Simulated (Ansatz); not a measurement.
# CH₆GeO₂: small, medium and large basis sets

Aim: see how fast density functionals converge with the basis set for CH₆GeO₂.

Program: Ansatz 0.2.0, Gaussian basis. Level of theory: one geometry, several basis sets. These are calculated values, not measurements.

Levels to be run: PBE0-D4/def2-SVP; ωB97M-V/def2-SVP; PBE0-D4/def2-QZVPP; ωB97M-V/def2-QZVPP; the functionals' def2-TZVPP values are taken from earlier runs.

**1. The geometry**

An earlier PBE0-D4 in a triple-zeta def2 set relaxation fixed the geometry.

SMILES `O[CH2][GeH2][OH]`, 10 atoms, charge 0, spin multiplicity 1.

Atoms are counted from 1 here; the program's logs count them from 0.

Bond lengths: O1–C2 1.416 Å, O1–H5 0.960 Å, C2–Ge3 1.965 Å, C2–H6 1.097 Å, C2–H7 1.098 Å, Ge3–O4 1.789 Å, Ge3–H8 1.542 Å, Ge3–H9 1.534 Å, O4–H10 0.959 Å. Angles: C2–O1–H5 109.0°, O1–C2–Ge3 107.3°, O1–C2–H6 112.4°, O1–C2–H7 112.2°, Ge3–C2–H6 108.3°, Ge3–C2–H7 108.9°, H6–C2–H7 107.7°, C2–Ge3–O4 107.8°, C2–Ge3–H8 110.8°, C2–Ge3–H9 111.3°, O4–Ge3–H8 109.4°, O4–Ge3–H9 105.5°, H8–Ge3–H9 111.8°, Ge3–O4–H10 112.5°.

**2. PBE0-D4 in def2-SVP**

Contents of in.yaml:

```yaml
crystal:
  periodic: [false, false, false]
  atoms:
    - {symbol: O, position_ang: [-1.949324, 0.362571, -0.099915]}
    - {symbol: C, position_ang: [-0.587827, 0.729993, -0.223341]}
    - {symbol: Ge, position_ang: [0.487497, -0.788436, 0.409480]}
    - {symbol: O, position_ang: [2.211808, -0.332534, 0.274096]}
    - {symbol: H, position_ang: [-2.498185, 1.103840, -0.366574]}
    - {symbol: H, position_ang: [-0.335480, 1.607802, 0.384741]}
    - {symbol: H, position_ang: [-0.310757, 0.952916, -1.262108]}
    - {symbol: H, position_ang: [0.220417, -2.042027, -0.447805]}
    - {symbol: H, position_ang: [0.251162, -1.056531, 1.901447]}
    - {symbol: H, position_ang: [2.593888, -0.588595, -0.567024]}
basis:
  gaussian: {orbitals: def2-SVP}
hamiltonian: {xc: pbe0, dispersion: d4}
output: {orbitals: {seedname: orbitals}}
```

Started as:

```bash
$ ansatz run in.yaml --threads 4 --pin off --events-out ev --progress --plain --max-ram 10444MiB
```

The runs that follow: ωB97M-V in def2-SVP; PBE0-D4 in def2-QZVPP; ωB97M-V in def2-QZVPP.

Before running them: what should the planned runs give, taken together? Wanted: PBE0-D4: double and triple zeta above quadruple; ωB97M-V: double and triple zeta above quadruple.

As calculated:

| quantity | value |
| --- | --- |
| PBE0-D4: double and triple zeta above quadruple | 15.15, 1.55 eV |
| ωB97M-V: double and triple zeta above quadruple | 15.30, 1.51 eV |

In words: PBE0-D4 gains 13.61 eV from double to triple zeta, then 1.55 eV more. Total energies overstate the basis error of differences, where much of it tends to cancel. The LUMO of ωB97M-V is positive and keeps falling with the basis (2.48 to 1.38 eV): an unbound level that the basis holds in place.
